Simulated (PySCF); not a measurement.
# C3H12AlN3Si: magnetic properties

Aim: compute the magnetic properties of C3H12AlN3Si (`C[NH][Al@@H-]([NH3+])[C@H]([SiH3])C#N`).

Computed with PySCF 2.14.0 and routines of our own; the level stands in each step. Atoms count from 0.

### Step 1. The system as given

20 atoms, charge 0, multiplicity 1; geometry from: GFN2-xTB.

### Step 2. Magnetic properties: GIAO HF/pcSseg-1

Job settings and geometry (Å):

```
{"job": {"kind": "mag", "xc": "HF", "basis": "pcSseg-1", "isotopologues": 2}, "charge": 0, "multiplicity": 1}
C     -2.498242    -0.932758    -1.257562
N     -1.093002    -0.794393    -0.907190
Al    -0.220494     0.739807    -0.592900
N     -1.117913     1.373830     1.172711
C      1.755799     0.520344    -0.064347
Si     2.579629    -1.160024    -0.409843
C      1.749229     0.809693     1.309491
N      1.606483     1.037623     2.433975
H     -2.634173    -1.309667    -2.276331
H     -2.968326     0.049646    -1.201821
H     -3.025377    -1.610245    -0.574304
H     -0.627078    -1.689530    -1.010802
H     -0.509349     2.007757    -1.432232
H     -1.915558     0.804690     1.446207
H     -0.396440     1.276123     1.899179
H     -1.410689     2.348346     1.162050
H      2.317054     1.302939    -0.590316
H      4.001001    -1.105863    -0.043234
H      1.937183    -2.220975     0.370134
H      2.465116    -1.436664    -1.845597
```

Method: GIAO HF/pcSseg-1 magnetisability, rotational g tensor and spin-rotation constants, non-relativistic, gas phase.

Command:

```sh
$ OMP_NUM_THREADS=1 python excited_run.py task.json out
```

One launch serves the whole session: the jobs run in the order shown.

Log:

```text
final grid: 154880 points
cycle   1  E = -814.6363878725  dE =  9.108e-01  |g| = 6.388e-01  |ddm| = 3.818e+00
cycle   2  E = -814.7292295538  dE = -9.284e-02  |g| = 4.452e-01  |ddm| = 8.944e-01
cycle   3  E = -814.7701415869  dE = -4.091e-02  |g| = 1.061e-01  |ddm| = 3.771e-01
cycle   4  E = -814.7738232777  dE = -3.682e-03  |g| = 3.077e-02  |ddm| = 1.409e-01
cycle   5  E = -814.7740816292  dE = -2.584e-04  |g| = 7.870e-03  |ddm| = 3.910e-02
cycle   6  E = -814.7741102155  dE = -2.859e-05  |g| = 3.168e-03  |ddm| = 1.393e-02
cycle   7  E = -814.7741153244  dE = -5.109e-06  |g| = 1.062e-03  |ddm| = 6.295e-03
cycle   8  E = -814.7741160907  dE = -7.663e-07  |g| = 4.059e-04  |ddm| = 2.012e-03
cycle   9  E = -814.7741162814  dE = -1.907e-07  |g| = 1.947e-04  |ddm| = 8.660e-04
cycle  10  E = -814.7741163371  dE = -5.569e-08  |g| = 7.768e-05  |ddm| = 5.205e-04
cycle  11  E = -814.7741163457  dE = -8.606e-09  |g| = 2.064e-05  |ddm| = 2.537e-04
cycle  12  E = -814.7741163460  dE = -3.306e-10  |g| = 7.662e-06  |ddm| = 5.142e-05
converged SCF energy = -814.7741163460

Magnetisability tensor (1e-30 J/T^2)
    -1608.20      -24.39      -14.13
      -24.39    -1547.45      -35.01
      -14.13      -35.01    -1648.40
isotropic -1601.35   principal values   -1667.05  -1605.47  -1531.54
isotropic susceptibility -96.436 1e-6 cm^3/mol

Inertial axes            a          b          c
rot. const./GHz      1.6141     0.9858     0.6899
chi total           -97.596    -97.513    -94.198
chi diamagnetic    -891.759  -1378.665  -1888.509
chi paramagnetic    794.163   1281.152   1794.311
quadrupole/D A       -2.696      6.801     -4.105
g nuclear            0.5864     0.5810     0.5739
g electronic        -0.6022    -0.5934    -0.5815
g total             -0.0158    -0.0123    -0.0076

Spin-rotation constants (kHz, H = +C I.J)
atom  isotope        aa         bb         cc
  1    14N        0.057      0.021      0.019
  2   27Al        0.775      0.531      0.323
  3    14N        0.066      0.040      0.024
  7    14N        0.342      0.082      0.105
  8     1H       -0.148      0.009     -0.057
  9     1H       -0.141     -0.021     -0.050
 10     1H       -0.171     -0.090      0.019
 11     1H       -0.164     -0.046     -0.068
 12     1H       -0.105     -0.075      0.004
 13     1H       -0.100     -0.112     -0.037
 14     1H       -0.036     -0.066     -0.053
 15     1H       -0.176     -0.043     -0.053
 16     1H       -0.159     -0.118     -0.012
 17     1H        0.068     -0.094     -0.066
 18     1H       -0.148     -0.093      0.022
 19     1H       -0.129     -0.013     -0.043
  0    13C*       0.197      0.165      0.109
  4    13C*       0.137      0.081      0.045
  5   29Si*      -0.837     -0.474     -0.357
  6    13C*       0.757      0.143      0.242
* in the singly substituted isotopologue

Isotopologues: g along a, b, c
2H    at 8,9,10,11,12,1    -0.0143    -0.0104    -0.0067
13C   at 0                 -0.0155    -0.0123    -0.0075
```

It took 26 s on 1 thread of Intel Xeon 6975P-C, shared host; peak memory 1 GiB.

Key values:

```csv
quantity,value
magnetisability,-1601·10⁻³⁰ J/T²
molar susceptibility,-96.4·10⁻⁶ cm³/mol
"rotational g (a, b, c)","-0.0158, -0.0123, -0.0076"
```

The fields below are evaluated on a grid from the run's orbitals.

Frontier orbitals at HF/pcSseg-1, with the share of their density that lies nearest to each atom:

```
orbital  energy (eV)                                                    lies on
   HOMO        -9.49                       N1 63 %; H8, H10, H11 about 7 % each
   LUMO         3.36  H13, H15 about 26 % each; H12, H14 about 7 % each; N3 6 %
```

ELF in a plane through or near 7 of the atoms.

Values, 10 rows by 14 columns:
```
0.00 0.00 0.00 0.00 0.00 0.00 0.00 0.00 0.00 0.00 0.00 0.00 0.00 0.00
0.00 0.00 0.00 0.00 0.01 0.02 0.00 0.00 0.01 0.00 0.00 0.00 0.00 0.00
0.00 0.00 0.00 0.06 0.49 0.59 0.04 0.25 0.77 0.10 0.00 0.00 0.00 0.00
0.00 0.00 0.00 0.20 0.76 0.81 0.08 0.85 0.21 0.38 0.00 0.00 0.00 0.00
0.00 0.00 0.00 0.02 0.57 0.82 0.24 0.22 0.27 0.01 0.16 0.03 0.00 0.00
0.00 0.05 0.94 0.64 0.58 0.74 0.54 0.40 0.88 0.22 0.87 0.27 0.00 0.00
0.00 0.35 1.00 1.00 0.76 0.08 0.02 0.61 0.56 0.42 0.41 0.05 0.00 0.00
0.00 0.00 0.33 0.20 0.60 0.63 0.03 0.60 0.37 0.35 0.91 0.10 0.00 0.00
0.00 0.00 0.00 0.00 0.20 0.22 0.01 0.00 0.00 0.01 0.04 0.00 0.00 0.00
0.00 0.00 0.00 0.00 0.00 0.00 0.00 0.00 0.00 0.00 0.00 0.00 0.00 0.00
```
The map spans 13.1 Å across and 10.7 Å up, centred on the molecule. Atoms in the plane (x, y in Å): C0 (2.6, -1.2), N1 (1.2, -1.0), N3 (0.9, 2.0), Si5 (-2.5, -1.3), C6 (-2.0, 1.4), H11 (0.7, -1.8), H17 (-4.0, -1.2).

log10 of the density (e/Å³) in the same plane.

Ten even steps from '0' (-4.0) to '9' (1.8):
```
0000000000000000000000000000
0000000000000000000000000000
0000000122221112220000000000
0000001334433334442100000000
0000012445544455553200000000
0000023456654567764310000000
0000023567765679765320000000
0000123567865567764321000000
0001123567765555554333210000
0012334456665555554554320000
0023445556665556665665421000
0124566676654567877775421000
0124567699554467777875421000
0123455566543456656665421000
0012334555543345444554310000
0001123344432222223333210000
0000012233322111112222100000
0000000122211000000000000000
0000000000000000000000000000
0000000000000000000000000000
```
The map spans 13.1 Å across and 10.7 Å up, centred on the molecule. Atoms in the plane (x, y in Å): C0 (2.6, -1.2), N1 (1.2, -1.0), N3 (0.9, 2.0), Si5 (-2.5, -1.3), C6 (-2.0, 1.4), H11 (0.7, -1.8), H17 (-4.0, -1.2).

On the surface of density 0.002 e/bohr³ the electrostatic potential runs, from the 1st to the 99th percentile, from -1.84 V near N7 to 2.38 V near H13.

### Step 3. Magnetic properties: GIAO B97-2/def2-SVP in water

Settings changed since step 2:

```diff
@@ -1,2 +1,2 @@
-{"job": {"kind": "mag", "xc": "HF", "basis": "pcSseg-1", "isotopologues": 2}, "charge": 0, "multiplicity": 1}
+{"job": {"kind": "mag", "xc": "B97-2", "basis": "def2-SVP", "solvent": "water"}, "charge": 0, "multiplicity": 1}
 C     -2.498242    -0.932758    -1.257562
```

Method: GIAO B97-2/def2-SVP magnetisability, non-relativistic, IEF-PCM water.

Log:

```text
coarse grid: 17136 points
cycle   1  E = -817.1540532523  dE =  4.341e-01  |g| = 6.195e-01  |ddm| = 4.411e+00
cycle   2  E = -817.0427102354  dE =  1.113e-01  |g| = 9.389e-01  |ddm| = 1.546e+00
cycle   3  E = -817.2384568788  dE = -1.957e-01  |g| = 1.723e-01  |ddm| = 9.544e-01
cycle   4  E = -817.2446959275  dE = -6.239e-03  |g| = 6.367e-02  |ddm| = 1.799e-01
cycle   5  E = -817.2455766369  dE = -8.807e-04  |g| = 1.756e-02  |ddm| = 6.469e-02
cycle   6  E = -817.2456456257  dE = -6.899e-05  |g| = 4.143e-03  |ddm| = 1.946e-02
cycle   7  E = -817.2456493643  dE = -3.739e-06  |g| = 9.954e-04  |ddm| = 4.322e-03
final grid: 154880 points
cycle   8  E = -817.3295639188  dE = -3.435e-05  |g| = 3.410e-03  |ddm| = 2.790e-02
cycle   9  E = -817.3295623005  dE =  1.618e-06  |g| = 4.446e-03  |ddm| = 8.159e-03
cycle  10  E = -817.3295666543  dE = -4.354e-06  |g| = 1.141e-03  |ddm| = 4.437e-03
cycle  11  E = -817.3295669431  dE = -2.888e-07  |g| = 2.883e-04  |ddm| = 1.063e-03
cycle  12  E = -817.3295669592  dE = -1.607e-08  |g| = 1.108e-04  |ddm| = 3.101e-04
cycle  13  E = -817.3295669621  dE = -2.870e-09  |g| = 2.000e-05  |ddm| = 1.331e-04
cycle  14  E = -817.3295669621  dE = -9.027e-11  |g| = 7.035e-06  |ddm| = 2.931e-05
converged SCF energy = -817.3295669621

Magnetisability tensor (1e-30 J/T^2)
    -1552.12      -21.90      -10.21
      -21.90    -1514.23      -35.28
      -10.21      -35.28    -1610.81
isotropic -1559.05   principal values   -1626.13  -1554.18  -1496.84
isotropic susceptibility -93.888 1e-6 cm^3/mol

Inertial axes            a          b          c
rot. const./GHz      1.6141     0.9858     0.6899
chi total           -94.183    -95.454    -92.028
chi diamagnetic    -887.886  -1375.481  -1884.504
chi paramagnetic    793.703   1280.027   1792.476
quadrupole/D A       -3.011      7.656     -4.644
```

Run time: 28 s. Hardware: 1 thread of Intel Xeon 6975P-C, shared host; peak memory 0.98 GiB.

Key values:

| quantity | value |
| --- | --- |
| magnetisability | -1559·10⁻³⁰ J/T² |
| molar susceptibility | -93.9·10⁻⁶ cm³/mol |

### Step 4. Outcome

| quantity | value |
| --- | --- |
| magnetisability (step 2, GIAO HF/pcSseg-1) | -1601·10⁻³⁰ J/T² |
| molar susceptibility (step 2, GIAO HF/pcSseg-1) | -96.4·10⁻⁶ cm³/mol |
| rotational g (a, b, c) (step 2, GIAO HF/pcSseg-1) | -0.0158, -0.0123, -0.0076 |
| surface potential, 1st and 99th percentile | -1.84 V and 2.38 V |

**Reading.** The geometry comes from tight binding, which is rough for metal atoms, and these values hang on it. Vibrational averaging and real surroundings are missing from these values.
